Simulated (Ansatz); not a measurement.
# H4SeSi: the cost of one run

The runs use Ansatz 0.2.0, Gaussian basis; PBE0-D4/def2-TZVP structures, single points in def2-TZVPP, no counterpoise correction.

Levels: SPW92, PBE-D4, BLYP-D4, r2SCAN-D4, B97M-V, PBE0-D4, B3LYP-D4, r2SCAN0-D4, BHLYP-D4, CAM-B3LYP-D4, wB97X-V, wB97M-V, B2PLYP, PBE-QIDH, RPA on PBE, Hartree-Fock, MP2, CCSD, CCSD(T).

Cores are frozen in the correlated methods. Filled d shells of the heavier atoms are correlated. B3LYP uses VWN-RPA correlation. B2PLYP carries no dispersion term here.

94 further runs of the same task are left out: 94 set aside as unsound or not needed.

**1. The starting structure**

The complex: 11 atoms, charge 0, spin multiplicity 1.

Atoms are counted from 1 here; the program's logs count them from 0.

Bond lengths: Si1–H3 1.484 Å, Si1–H4 1.484 Å, Si1–H5 1.483 Å, Si1–Se7 2.279 Å, C2–H6 1.090 Å, C2–H8 1.090 Å, C2–H9 1.090 Å, C2–H10 1.090 Å, Se7–H11 1.469 Å. Angles: H3–Si1–H4 109.2°, H3–Si1–H5 110.0°, H3–Si1–Se7 111.3°, H4–Si1–H5 110.0°, H4–Si1–Se7 111.6°, H5–Si1–Se7 104.7°, H6–C2–H8 109.5°, H6–C2–H9 109.6°, H6–C2–H10 109.7°, H8–C2–H9 109.5°, H8–C2–H10 109.2°, H9–C2–H10 109.4°, Si1–Se7–H11 93.2°.

Coordinates:

```mol
CH8SeSi
  3D, bonds by distance, orders not assigned

 11  9  0  0  0  0  0  0  0  0999 V2000
   -0.8679    1.7634   -0.7614 Si  0  0
    0.4129   -1.8530    1.0324 C   0  0
   -1.5017    1.4023   -2.0540 H   0  0
   -1.3369    0.8270    0.2898 H   0  0
   -1.2203    3.1565   -0.3950 H   0  0
    0.8889   -0.8776    1.1313 H   0  0
    1.4055    1.7676   -0.9273 Se  0  0
   -0.4133   -1.9274    1.7390 H   0  0
    1.1408   -2.6369    1.2403 H   0  0
    0.0306   -1.9735    0.0184 H   0  0
    1.4612    0.3514   -1.3134 H   0  0
  1  3  8  0
  1  4  8  0
  1  5  8  0
  1  7  8  0
  2  6  8  0
  2  8  8  0
  2  9  8  0
  2 10  8  0
  7 11  8  0
M  END
```

Its parts: SiH4Se holds atoms 1, 3, 4, 5, 7, 11; CH4 holds atoms 2, 6, 8, 9, 10. Each part counts its atoms afresh in its own runs.

**2. Relaxing SiH4Se alone**

relax-a/in.yaml

```yaml
crystal:
  periodic: [false, false, false]
  atoms:
    - {symbol: Si, position_ang: [-0.867867, 1.763450, -0.761388]}
    - {symbol: H, position_ang: [-1.501720, 1.402258, -2.054017]}
    - {symbol: H, position_ang: [-1.336885, 0.827035, 0.289799]}
    - {symbol: H, position_ang: [-1.220315, 3.156455, -0.395029]}
    - {symbol: Se, position_ang: [1.405541, 1.767639, -0.927336]}
    - {symbol: H, position_ang: [1.461210, 0.351443, -1.313449]}
basis:
  gaussian: {orbitals: def2-TZVP}
hamiltonian: {xc: pbe0, dispersion: d4}
relax: {f_tol: 0.005, max_steps: 200}
```

Started as:

```console
$ ansatz run in.yaml --threads 4 --pin off --events-out ev --progress --plain --max-ram 9574MiB
```

**Question.** How long does this run take on 4 threads of Arm Neoverse V1, shared host?

About 3.3 s.
